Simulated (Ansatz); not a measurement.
The system is KF (Carobbiite).

```xyz
2
Lattice="0.0000 2.6719 2.6719 2.6719 0.0000 2.6719 2.6719 2.6719 0.0000" Properties=species:S:1:pos:R:3 pbc="T T T"
K     0.0000    0.0000    0.0000
F     2.6719    2.6719    2.6719
```

Base run:

```yaml
Program: Ansatz 0.2.0
Functional: HSE06
Potentials_or_basis: Ansatz PAW
Cutoff: 420 eV
Density_cutoff: 1680 eV
k_mesh: 6 × 6 × 6
Occupations: fixed
Spin: no spin polarisation
```

Its results: band gap on the k mesh 8.18 eV, direct.

The run is repeated on the same cell with these changes: functional from HSE06 to PBE0; level from hse06 to pbe0. What comes out?

Band gap on the k mesh 8.96 eV, direct.

Not every run made on this cell is shown here.
